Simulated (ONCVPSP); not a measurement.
**Molybdenum: generating and testing an ONCV potential**

Task: generate the file, and judge it by its errors in other configurations, its logarithmic derivatives, its ghosts and its cutoff.

Program: ONCVPSP 4.0.1.1 (patched build). Reference atom: LDA (Perdew-Wang 92), scalar-relativistic, spherical and spin-unpolarised. All values are calculated.

### Step 1. Starting point

The settings as typed:

* element: molybdenum (Mo, Z = 42)
* type: optimised norm-conserving Vanderbilt (ONCV)
* frozen core: [Kr]
* valence charge: 6
* reference configuration: 4d5 5p1
* partial waves: s scattering state at 0.27 Ha: rc 3.20 bohr, ncon 3, nbas 7, qcut 1.6 1/bohr, 1 projector; 5p: rc 4.00 bohr, ncon 4, nbas 8, qcut 2.1 1/bohr, 2 projectors, debl 3.6 Ha; 4d: rc 2.40 bohr, ncon 3, nbas 8, qcut 6.3 1/bohr, 2 projectors, debl 1 Ha
* local potential: polynomial inside 1.90 bohr (lpopt 4, dvloc0 0 Ha)
* core correction: not asked for

The nodes and maxima of the atom's own shells, from an earlier all-electron run, set the scale for the radii.

All-electron outer shells of the reference configuration (LDA (PZ), scalar-relativistic, ld1.x):

```json
{"shell": "4p", "level (eV)": "-39.95", "outermost node (bohr)": "0.52", "outermost maximum (bohr)": "1.06"}
{"shell": "5s", "level (eV)": "-5.24", "outermost node (bohr)": "1.34", "outermost maximum (bohr)": "2.86"}
{"shell": "4d", "level (eV)": "-5.20", "outermost node (bohr)": "0.53", "outermost maximum (bohr)": "1.38"}
{"shell": "5p", "level (eV)": "-1.90", "outermost node (bohr)": "1.54", "outermost maximum (bohr)": "3.91"}
```

### Step 2. Generation

File Mo.dat:

```
# ATOM AND REFERENCE CONFIGURATION
# atsym  z   nc   nv     iexc    psfile
  Mo 42.00    8    2  -001012      upf
#
#   n    l    f
    1    0    2.00
    2    0    2.00
    2    1    6.00
    3    0    2.00
    3    1    6.00
    3    2   10.00
    4    0    2.00
    4    1    6.00
    4    2    5.00
    5    1    1.00
#
# PSEUDOPOTENTIAL AND OPTIMIZATION
# lmax
    2
#
#   l,   rc,      ep,       ncon, nbas, qcut
    0    3.20    0.27    3    7    1.60
    1    4.00    0.00    4    8    2.10
    2    2.40    0.00    3    8    6.30
#
# LOCAL POTENTIAL
# lloc, lpopt,  rc(5),   dvloc0
    4    4    1.90    0.00
#
# VANDERBILT-KLEINMAN-BYLANDER PROJECTORs
# l, nproj, debl
    0    1    2.60
    1    2    3.60
    2    2    1.00
#
# MODEL CORE CHARGE
# icmod, fcfact, rcfact
    0    0.00    0.00
#
# LOG DERIVATIVE ANALYSIS
# epsh1, epsh2, depsh
   -2.00    5.00    0.02
#
# OUTPUT GRID
# rlmax, drl
    6.00    0.01
#
# TEST CONFIGURATIONS
# ncnf
    4
# nvcnf
#   n    l    f
    3
    4    2    5.00
    5    1    0.00
    5    0    1.00
#
    2
    4    2    5.00
    5    1    0.00
#
    2
    4    2    4.00
    5    1    0.00
#
    3
    4    2    4.00
    5    1    1.00
    5    0    1.00
#
```

Launch:

```sh
$ oncvpsp.x < Mo.dat > Mo.out
```

What the program wrote to Mo.out (without the consistency checks and plot data):

```text
ONCVPSP  (Optimized Norm-Conservinng Vanderbilt PSeudopotential)
scalar-relativistic version 4.0.1.1, modified

#   n    l    f        energy (Ha)
    1    0    2.00    -7.2750885E+02
    2    0    2.00    -1.0281560E+02
    2    1    6.00    -9.1989872E+01
    3    0    2.00    -1.7519846E+01
    3    1    6.00    -1.3972468E+01
    3    2   10.00    -8.1811663E+00
    4    0    2.00    -2.4172761E+00
    4    1    6.00    -1.4681900E+00
    4    2    5.00    -1.9104618E-01
    5    1    1.00    -6.9546371E-02

Reference configufation results
  iterations    27
  all-electron total energy (Ha)   -4.04430017D+03

Begin loop to  construct optimized pseudo wave functions
and semi-local pseudopoentials for all angular momenta

WARNING wellstate: moderately localized bound state found for n= 5 l=  0
WARNING scattering state with energy  0.05000000
WARNING will be used for the first projector

   Wellstate for l =  0  n =  6
     eigenvalue =   0.0500
     asymptotic potential =   0.5500
     half-point radius = 13.1984

Calculating optimized projector #   1

 for l=   0

    Fraction of norm inside rc  0.127871
    Optimizing pswf for qcut=   1.60 a_B^-1,  ecut=   1.27 Ha
    Residual kinetic energy error=  3.12D-03 Ha

    Energy error per electron        Cutoff
         Ha          eV             Ha
         0.01000     0.27211        0.43
         0.00100     0.02721        3.48
         0.00010     0.00272       13.43
         0.00001     0.00027       25.39

   Wellstate for l =  1  n = 10
     eigenvalue =   3.5305
     asymptotic potential =   4.0305
     half-point radius =  6.8490

Calculating optimized projector #   1

 for l=   1

    Fraction of norm inside rc  0.365349
    Optimizing pswf for qcut=   2.10 a_B^-1,  ecut=   2.22 Ha
    Residual kinetic energy error=  7.96D-05 Ha

    Energy error per electron        Cutoff
         Ha          eV             Ha
         0.01000     0.27211        0.39
         0.00100     0.02721        0.88
         0.00010     0.00272        2.24
         0.00001     0.00027       10.28

Calculating optimized projector #   2

 for l=   1

    Fraction of norm inside rc  0.187381
    Optimizing pswf for qcut=   2.10 a_B^-1,  ecut=   2.22 Ha
    Residual kinetic energy error=  3.27D-01 Ha

    Energy error per electron        Cutoff
         Ha          eV             Ha
         0.01000     0.27211       11.49
         0.00100     0.02721       16.90
         0.00010     0.00272       23.09
         0.00001     0.00027       35.70

   Wellstate for l =  2  n =  6
     eigenvalue =   0.8090
     asymptotic potential =   1.3090
     half-point radius =  6.3715

Calculating optimized projector #   1

 for l=   2

    Fraction of norm inside rc  0.746309
    Optimizing pswf for qcut=   6.29 a_B^-1,  ecut=  19.80 Ha
    Residual kinetic energy error=  4.78D-07 Ha

    Energy error per electron        Cutoff
         Ha          eV             Ha
         0.01000     0.27211       10.72
         0.00100     0.02721       13.56
         0.00010     0.00272       15.75
         0.00001     0.00027       17.62

Calculating optimized projector #   2

 for l=   2

    Fraction of norm inside rc  0.104312
    Optimizing pswf for qcut=   6.29 a_B^-1,  ecut=  19.80 Ha
    Residual kinetic energy error=  1.25D-06 Ha

    Energy error per electron        Cutoff
         Ha          eV             Ha
         0.01000     0.27211       10.37
         0.00100     0.02721       13.61
         0.00010     0.00272       16.08
         0.00001     0.00027       18.34

Construct Vanderbilt / Kleinmman-Bylander projectors

B matrix Hermiticity error, ll=   1
   1   2    5.8160E-05

  Orthonormal projector coefficients  4.1124E+00  2.0117E-01

B matrix Hermiticity error, ll=   2
   1   2   -5.8448E-05

  Orthonormal projector coefficients -1.9039E+00 -3.8306E-01

Pseudoatom total energy   -7.536423

Diagnostic tests using Vanderbilt-Kleinman-Bylander pseudopotentials
  1 or more projectors used as specified by nproj input data

   l    rcore       rmatch      e in        delta e   norm test  slope test

   0   3.2025832   3.2998205   0.0500000   0.0000890   1.0001295   1.0001295

   1   4.0199781   4.1420333  -0.0695464  -0.0000000   0.9999940   0.9999997
run_diag: lschvkbbe ERROR   2   4   1  60  3.53045364E+00  3.56531804E+00
   1   4.0199781   4.1420333   3.5304536   0.0348644   0.0980286   0.0872488

   2   2.4032411   2.4762087  -0.1910462  -0.0000089   1.0000450   1.0000198
   2   2.4032411   2.4762087   0.8089538  -0.0000021   1.0001462   1.0001462

 Testing for bound ghosts
   n   l    E NL Schr. Eq   E Basis Diag.   E Cutoff

       0                       -0.212270     12.60  WARNING - GHOST(-)
       0                       -0.082376     12.60  WARNING - GHOST(-)

   2   1       -0.069546       -0.068238     18.63

   3   2       -0.191055       -0.190368     59.69

 Testing for highly-localized positive-energy ghosts
       l    <radius>/rc     E Basis Diag.   E Cutoff

       1        0.493085        3.621787     18.63  WARNING - GHOST(+)

Test configuration 0

   n   l     f        eae           eps        diff
   1   0  2.0000 -727.50885334
   2   0  2.0000 -102.81559570
   2   1  6.0000  -91.98987221
   3   0  2.0000  -17.51984603
   3   1  6.0000  -13.97246770
   3   2 10.0000   -8.18116628
   4   0  2.0000   -2.41727614
   4   1  6.0000   -1.46818996
   4   2  5.0000   -0.19104618   -0.19105508   -8.90D-06
   5   1  1.0000   -0.06954637   -0.06954640   -3.11D-08

    Total energies and differences
      AE_ref= -4.04430017D+03  AE_tst= -4.04430017D+03  dif=  0.00D+00
      PS_ref= -7.53642251D+00  PS_tst= -7.53642251D+00  dif=  2.04D-14
      PSP excitation error= -2.04D-14

Test configuration 1

psatom: WARNING lschvkbb convergence error n,l,iter=   1   0   2
ea(ii),et,emin,emax -3.727290E-01 -4.100019E-01 -4.100019E-01 -4.100019E-01
run_config: WARNING for fully non-local PS atom, stg. 2
 WARNING no output for configuration 2

Test configuration 2

   n   l     f        eae           eps        diff
   1   0  2.0000 -727.71109662
   2   0  2.0000 -103.01559804
   2   1  6.0000  -92.19009425
   3   0  2.0000  -17.72022249
   3   1  6.0000  -14.17284827
   3   2 10.0000   -8.38138147
   4   0  2.0000   -2.61900844
   4   1  6.0000   -1.67066801
   4   2  5.0000   -0.39170803   -0.39122658    4.81D-04

    Total energies and differences
      AE_ref= -4.04430017D+03  AE_tst= -4.04415550D+03  dif=  1.45D-01
      PS_ref= -7.53642251D+00  PS_tst= -7.39166601D+00  dif=  1.45D-01
      PSP excitation error= -8.78D-05

Test configuration 3

   n   l     f        eae           eps        diff
   1   0  2.0000 -728.14659595
   2   0  2.0000 -103.45544165
   2   1  6.0000  -92.62956631
   3   0  2.0000  -18.15775274
   3   1  6.0000  -14.61036340
   3   2 10.0000   -8.81934095
   4   0  2.0000   -3.04557726
   4   1  6.0000   -2.09099591
   4   2  4.0000   -0.77384538   -0.77316699    6.78D-04

    Total energies and differences
      AE_ref= -4.04430017D+03  AE_tst= -4.04357849D+03  dif=  7.22D-01
      PS_ref= -7.53642251D+00  PS_tst= -6.81526205D+00  dif=  7.21D-01
      PSP excitation error=  5.16D-04

Test configuration 4

psatom: WARNING lschvkbb convergence error n,l,iter=   1   0  19
ea(ii),et,emin,emax -3.361398E-01 -3.697537E-01 -3.697537E-01 -3.697537E-01
run_config: WARNING for fully non-local PS atom, stg. 2
 WARNING no output for configuration 5
```

It took 5.7 s on 1 thread of Neoverse-N1, shared host.

The projector energies used in the s channel were 0.050 Ha; the program set a typed value aside.

Partial waves on a coarse radial grid (AE all-electron, PS pseudo):

```csv
r (bohr),5p AE,5p PS,4d AE,4d PS
0.200,0.0511,0.0030,-0.3130,0.0113
0.400,0.0845,0.0119,-0.2243,0.0813
0.600,-0.0701,0.0262,0.1348,0.2297
0.800,-0.1746,0.0455,0.4448,0.4260
1.000,-0.1889,0.0696,0.6353,0.6112
1.200,-0.1405,0.0985,0.7242,0.7345
1.400,-0.0612,0.1318,0.7453,0.7783
1.600,0.0278,0.1685,0.7264,0.7583
1.800,0.1144,0.2074,0.6861,0.7045
2.000,0.1930,0.2468,0.6357,0.6420
2.200,0.2611,0.2858,0.5818,0.5826
2.400,0.3183,0.3236,0.5282,0.5281
2.600,0.3651,0.3597,0.4768,0.4768
2.800,0.4022,0.3933,0.4289,0.4289
3.000,0.4308,0.4230,0.3847,0.3847
3.200,0.4520,0.4471,0.3444,0.3444
3.400,0.4666,0.4645,0.3078,0.3078
3.600,0.4757,0.4751,0.2749,0.2749
3.800,0.4800,0.4799,0.2452,0.2452
4.000,0.4803,0.4803,0.2186,0.2186
4.200,0.4772,0.4772,0.1948,0.1948
4.400,0.4712,0.4712,0.1735,0.1735
4.600,0.4630,0.4630,0.1545,0.1545
4.800,0.4529,0.4529,0.1375,0.1375
5.000,0.4412,0.4412,0.1224,0.1223
5.200,0.4283,0.4283,0.1088,0.1088
```

### Step 3. The configuration tests of the same run

2 tests gave no usable energy difference (4d5 5s1 5p0; 4d4 5s1 5p1).

Excitation and ionisation energies from 4d5 5p1, with the error of the potential.

| valence configuration | charge | ΔE all-electron (eV) | error AE − PS (meV) |
| --- | --- | --- | --- |
| 4d5 5p0 | +1 | 3.937 | -2.4 |
| 4d4 5p0 | +2 | 19.638 | +14 |

### Step 4. Logarithmic derivatives

Taken from the files of the generation run. The phase is arctan(r·R′/R) of the radial function R, unwrapped, with energies in Ha. A pole is an energy at which the radial function vanishes at the test radius. The pseudo phase is shifted by a multiple of π to meet the all-electron one at the reference energy. Levels narrower than the energy grid can be missing from the poles. The last column is the largest difference on the grid between −0.5 and +0.5 Ha.

```tsv
channel	radius (bohr)	reference (Ha)	poles AE	poles PS	window around the reference with phases within 0.05 rad (Ha)	largest difference near zero (rad)
s	3.24	0.05	0.41, 3.23	-0.10, 0.44, 2.56	0.0 to 1.3	3.039
p	4.07	-0.07	-1.46, 0.32, 1.99, 4.47	0.40, 1.66, 3.62	-1.5 to 0.4	0.046
d	2.43	-0.19	0.16, 3.67	0.16, 3.74	the whole range	0.000
```

Phases (rad) along the scan:

```csv
E (Ha),s AE,s PS,d AE,d PS
-1.98,1.365,4.503,1.296,1.296
-1.62,1.330,4.466,1.251,1.251
-1.26,1.270,4.402,1.176,1.176
-0.90,1.144,4.259,1.012,1.012
-0.54,0.673,3.675,0.379,0.379
-0.18,-1.008,2.031,-1.173,-1.173
0.18,-1.463,-1.459,-1.582,-1.582
0.54,-1.617,-1.605,-1.776,-1.776
0.90,-1.754,-1.737,-2.014,-2.014
1.26,-2.066,-2.115,-2.633,-2.632
1.62,-3.768,-4.203,-3.853,-3.850
1.98,-4.437,-4.569,-4.328,-4.325
2.34,-4.582,-4.671,-4.498,-4.495
2.70,-4.649,-4.736,-4.586,-4.582
3.06,-4.694,-4.803,-4.643,-4.639
3.42,-4.731,-4.920,-4.686,-4.681
3.78,-4.771,-5.472,-4.723,-4.716
4.14,-4.825,-7.426,-4.760,-4.749
4.50,-4.929,-7.686,-4.801,-4.784
4.86,-5.355,-7.766,-4.855,-4.825
```

### Step 5. Convergence and ghost test

From the same output: the cutoffs (Ha) at which the residual kinetic energy of the hardest occupied pseudo-wave falls to 1 and 0.1 mHa per electron are 14 Ha and 16 Ha.

The program's own ghost test: GHOST(-) flagged for s at -2.24 eV (a further GHOST(-) flag falls on a real empty level of the atom); GHOST(+) flagged for p at 98.6 eV.

Cutoff (Ha) at which the first wave of each channel reaches a given error (Ha per electron):

```csv
error,s,p,d
1.0e-02,0.4,0.4,10.7
3.2e-03,1.3,0.6,12.3
1.0e-03,3.5,0.9,13.6
3.2e-04,10.6,1.3,14.8
1.0e-04,13.4,2.2,15.8
3.2e-05,18.2,4.1,16.7
1.0e-05,25.4,10.3,17.6
```

### Step 6. Results

| quantity | value |
| --- | --- |
| cutoffs for 1 and 0.1 mHa per electron, occupied waves | 14 Ha and 16 Ha |
| bound ghosts | s at -2.24 eV |
| GHOST(+) flags | p at 99 eV |
| largest test error (AE − PS) | +14 meV, for 4d4 5p0 (2 tests unsolved) |
| largest phase difference near zero energy, channels read | 3.039 rad |
| projector energies reset by the program | s: 0.050 Ha |

In words: A bound ghost (s) makes it unfit for use: electrons can fall into a state that the atom doesn't have. The worst unpolarised test, 4d4 5p0, is off by 14 meV on 19.6 eV; by total energies transferability rates as good where solved. Atomic tests can pass in spite of a ghost, since they solve only for the levels asked. Of the tests 2 gave no usable energy difference, which is a warning in itself. The potential is soft on the atom at that tolerance: the looser tolerance needs 14 Ha. At the looser tolerance the 4d wave is the slowest; 5p needs 1 Ha. Of the channels read, s scatters worst near zero energy, by up to 3.04 rad. A step near π is an extra or missing state, not a misfit of shape. The pseudo curves have a pole with no partner nearby in the atom's: s at -0.10 Ha. The program also flags highly localised states, GHOST(+) (p). All of this concerns the isolated atom, not yet a solid.
